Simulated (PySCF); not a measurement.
# CH3BFNO (SMILES NC1(F)BO1) at PBE0/6-31G(d) (spherical functions)

What is the energy change on altering one bond length of CH3BFNO at PBE0/6-31G* (spherical functions)? Input form: a Python script.

Program for the calculation: PySCF 2.14.0.

1 further run of the same task is left out (set aside as unsound or not needed).

## (1) The structure to begin with

CH3BFNO has 8 atoms, charge 0, and is taken as a singlet. As SMILES, `NC1(F)BO1`. Geometry: relaxed at PBE0-D4/def2-TZVP. This is one conformer, not always the lowest.

Bond lengths: N1–C2 1.387 Å, C2–F3 1.372 Å, C2–B4 1.510 Å, C2–O5 1.462 Å, B4–O5 1.335 Å, N1–H6 1.009 Å, N1–H7 1.013 Å, B4–H8 1.182 Å. Some angles: N1–C2–F3 113.8°, N1–C2–B4 127.1°, N1–C2–O5 115.3°, F3–C2–B4 118.6°, F3–C2–O5 108.3°, B4–C2–O5 53.3°, C2–B4–O5 61.5°, C2–O5–B4 65.2°, C2–N1–H6 112.2°, C2–N1–H7 112.6°.

## (2) The energy at PBE0/6-31G(d) (spherical functions)

Input file input.py:

```python
from pyscf import gto, dft

mol = gto.M(
    atom=[
    ('N', (-0.431000, 1.148400, 0.184600)),
    ('C', (0.054100, -0.061200, -0.289600)),
    ('F', (0.122100, -0.132700, -1.658300)),
    ('B', (0.337600, -1.307200, 0.515100)),
    ('O', (1.346900, -0.473000, 0.255300)),
    ('H', (-1.439500, 1.170100, 0.211400)),
    ('H', (-0.075300, 1.941600, -0.336200)),
    ('H', (0.177200, -2.343100, 1.061900)),
],
    spin=0,
    basis='6-31g*',
    verbose=3,
    max_memory=1860,
)

ks = dft.RKS(mol, xc='pbe0')
ks.conv_tol = 1e-10
ks.grids.level = 5
ks.kernel()
if not ks.converged:
    ks = ks.newton().run(ks.mo_coeff, ks.mo_occ)

etot = ks.e_tot
print('E = %.10f Eh' % etot)
```

Started as:

```sh
$ OMP_NUM_THREADS=1 python input.py
```

What it wrote:

```text
converged SCF energy = -294.239964946198
E = -294.2399649462 Eh
```

Run time: 15 s. Hardware: 1 thread of Intel Xeon at 2.70GHz, shared host; peak memory 0.39 GiB.

## (3) The distorted shape, same level

Input file input.py:

```python
from pyscf import gto, dft

mol = gto.Mole()
mol.atom = '''
N   -0.503778   1.329872   0.255742
C    0.054100  -0.061200  -0.289600
F    0.122100  -0.132700  -1.658300
B    0.337600  -1.307200   0.515100
O    1.346900  -0.473000   0.255300
H   -1.512278   1.351572   0.282542
H   -0.148078   2.123072  -0.265058
H    0.177200  -2.343100   1.061900
'''
mol.spin = 0
mol.verbose = 3
mol.max_memory = 1860
mol.charge = 0
mol.basis = '6-31g*'
mol.build()

ks = dft.RKS(mol)
ks.xc = 'pbe0'
ks.conv_tol = 1e-10
ks.grids.level = 5
ks.kernel()
if not ks.converged:
    ks = ks.newton().run(ks.mo_coeff, ks.mo_occ)

e_tot = ks.e_tot
print('Final energy', e_tot)
```

Started as:

```sh
$ OMP_NUM_THREADS=1 python input.py
```

What it wrote:

```text
converged SCF energy = -294.218132986322
Final energy -294.21813298632173
```

Wall time 12 s (1 thread of Intel Xeon at 2.70GHz, shared host); peak memory 0.39 GiB.

## (4) Results

At PBE0/6-31G* (spherical functions):

| quantity | value |
| --- | --- |
| first shape: total energy | -294.23996 Eh |
| first shape: dipole moment | 1.98 D |
| first shape: HOMO energy | -7.77 eV |
| first shape: LUMO energy | -0.23 eV |
| first shape: HOMO–LUMO gap | 7.54 eV |
| distorted shape: total energy | -294.21813 Eh |
| distorted shape: dipole moment | 1.67 D |
| distorted shape: HOMO energy | -7.50 eV |
| distorted shape: LUMO energy | -0.43 eV |
| distorted shape: HOMO–LUMO gap | 7.06 eV |
| energy change with the N1–C2 bond stretched from 1.387 to 1.595 Å | 0.594 eV |

**Reading.** With the N1–C2 bond stretched from 1.387 to 1.595 Å the energy rises by 0.59 eV (57.3 kJ/mol). The first shape isn't relaxed at this level, so the change isn't measured from a minimum. Mulliken charges (first shape) run from -0.79 on N1 to +0.51 on C2. Mulliken charges (distorted shape) run from -0.83 on N1 to +0.50 on C2.
